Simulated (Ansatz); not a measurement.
Geometry optimisation, DFT LDA, scalar-relativistic, plane waves, PAW (Ansatz).

Input file:

```yaml
crystal:
  lattice:
    - [-2.29, -3.966396, 0.0]
    - [3.435, -1.983198, 0.0]
    - [0.0, 0.0, 7.17686]
  atoms:
    - { symbol: Be, position: [0.75, 0.5, 0.0] }
    - { symbol: Be, position: [0.5, 0.3333333, 0.25] }
    - { symbol: Be, position: [0.75, 0.5, 0.5] }
    - { symbol: Be, position: [0.5, 0.3333333, 0.75] }
    - { symbol: Be, position: [0.5, 0.0, 0.0] }
    - { symbol: Be, position: [0.25, 0.8333333, 0.25] }
    - { symbol: Be, position: [0.5, 0.0, 0.5] }
    - { symbol: Be, position: [0.25, 0.8333333, 0.75] }
    - { symbol: Be, position: [0.25, 0.5, 0.0] }
    - { symbol: Be, position: [0.0, 0.3333333, 0.25] }
    - { symbol: Be, position: [0.25, 0.5, 0.5] }
    - { symbol: Be, position: [0.0, 0.3333333, 0.75] }
    - { symbol: Be, position: [0.0, 0.0, 0.0] }
    - { symbol: Be, position: [0.75, 0.8333333, 0.25] }
    - { symbol: Be, position: [0.0, 0.0, 0.5] }
    - { symbol: Be, position: [0.75, 0.8333333, 0.75] }
    - { symbol: H, position: [0.7368354, 0.1646407, 0.6266336] }
basis:
  ecutwfc: 420.0
kpoints:
  mp_grid: { grid: [3, 3, 2] }
hamiltonian:
  xc: lda
scf:
  occupations: { method: fermi_dirac, width: 0.1 }
  lower_state_search: "off"
relax:
  f_tol: 0.08
  max_steps: 25
  adjacent_minimum: "off"
```

Run as:

```bash
$ ansatz run input.yaml --threads 1 --pin off --max-ram 3072MiB --backend cpu --events-out ev --progress --plain --runs-dir out
```

Problem. Where does it end, and by what steps?

Solution. It converged. The threshold is loose, so the end isn't yet a minimum. Limits of this set-up: coarse k mesh, odd electron count without spin. After 2 steps the energy has fallen by 0.106 eV; Be7 moved furthest, 0.05 Å.

```
step  energy less start (eV)  largest force component (eV/Å)  accepted
   0                  0.0000                           0.566       yes
   1                 -0.0808                           0.288       yes
   2                 -0.1064                           0.071       yes
```

```xyz
17
Lattice="-2.2900 -3.9664 0.0000 3.4350 -1.9832 0.0000 0.0000 0.0000 7.1769" Properties=species:S:1:pos:R:3
Be -0.023 -3.952 0.034
Be 0.009 -2.641 1.790
Be 0.023 -3.981 3.557
Be 0.038 -2.627 5.415
Be -1.147 -1.973 0.006
Be 2.280 -2.635 1.776
Be -1.149 -1.941 3.556
Be 2.289 -2.638 5.399
Be 1.156 -1.987 0.019
Be 1.149 -0.667 1.792
Be 1.150 -1.980 3.573
Be 1.145 -0.701 5.417
Be -0.007 0.001 0.003
Be 1.169 -4.640 1.761
Be -0.036 -0.020 3.555
Be 1.121 -4.615 5.414
H -1.129 -3.272 4.490
```

Whether the end is a true minimum wasn't checked by a vibrational analysis.

The run took 8.8 s on 1 thread of Arm Neoverse V1 (shared host), peak memory 0.3 GiB.
